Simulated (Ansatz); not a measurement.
# BePt: the cost of one run

Program: Ansatz 0.2.0. Level of theory: DFT PBE, scalar-relativistic, plane waves, PAW, unless a step names another level. These are calculated values, not measurements.

1 further run of the same task is left out (set aside as unsound or not needed).

## Step 1: Starting point

The structure is cubic, space group Fm-3m (No. 225). Conventional cell: a = 4.665 Å, b = 4.665 Å, c = 4.665 Å, α = 90.00°, β = 90.00°, γ = 90.00°. Be (site symmetry m-3m) has 6 Pt at 2.33 Å as nearest neighbours. Around Pt (site symmetry m-3m) lie 6 Be at 2.33 Å.

Coordinates:

```cif
data_structure
_symmetry_space_group_name_H-M 'P 1'
_symmetry_Int_Tables_number 1
_cell_length_a 3.2985
_cell_length_b 3.2985
_cell_length_c 3.2985
_cell_angle_alpha 60.000
_cell_angle_beta 60.000
_cell_angle_gamma 60.000
_cell_volume 25.38
loop_
_atom_site_label
_atom_site_type_symbol
_atom_site_fract_x
_atom_site_fract_y
_atom_site_fract_z
_atom_site_occupancy
Be1 Be 0.00000 0.00000 0.00000 1
Pt1 Pt 0.50000 0.50000 0.50000 1
```

The cell was relaxed beforehand at this level, from a database cell with other species swapped in; it needn't be the stable form of this composition. At a tolerance of 0.05 Å it has space group Fm-3m (No. 225); it has 12.69 Å³/atom, an uncorrected energy of -0.24 eV/atom over the elements.

## Step 2: Electronic structure at the relaxed geometry

input.yaml reads:

```yaml
crystal:
  lattice:
    - [0.0, 2.3324006947, 2.3324006947]
    - [2.3324006947, 0.0, 2.3324006947]
    - [2.3324006947, 2.3324006947, 0.0]
  atoms:
    - { symbol: Be, position: [0.0, 0.0, 0.0] }
    - { symbol: Pt, position: [0.5, 0.5, 0.5] }
basis:
  ecutwfc: 420
kpoints:
  mp_grid: { grid: [20, 20, 20] }
  band_path:
    path:
      - [[0.0, 0.0, 0.0], [0.5, 0.0, 0.5], [0.625, 0.25, 0.625]]
      - [[0.375, 0.375, 0.75], [0.0, 0.0, 0.0], [0.5, 0.5, 0.5], [0.5, 0.25, 0.75], [0.5, 0.0, 0.5]]
    npoints: 14
hamiltonian:
  xc: pbe
scf:
  occupations: { method: gaussian, width: 0.1 }
  n_extra_bands: 6
output:
  forces: true
  stress: true
  eigenvalues: true
  populations: true
  dos: { projected: true, de: 0.02, nscf_kmesh: { grid: [24, 24, 24] } }
  bader: true
```

On the command line:

```bash
ansatz run input.yaml --threads 1 --pin off --max-ram 2048MiB --backend cpu --events-out ev --progress --plain --runs-dir out
```

Q: Estimate wall time and peak memory on 1 thread of Arm Neoverse V1, shared host.

About 23 s, with a peak of 0.37 GiB.
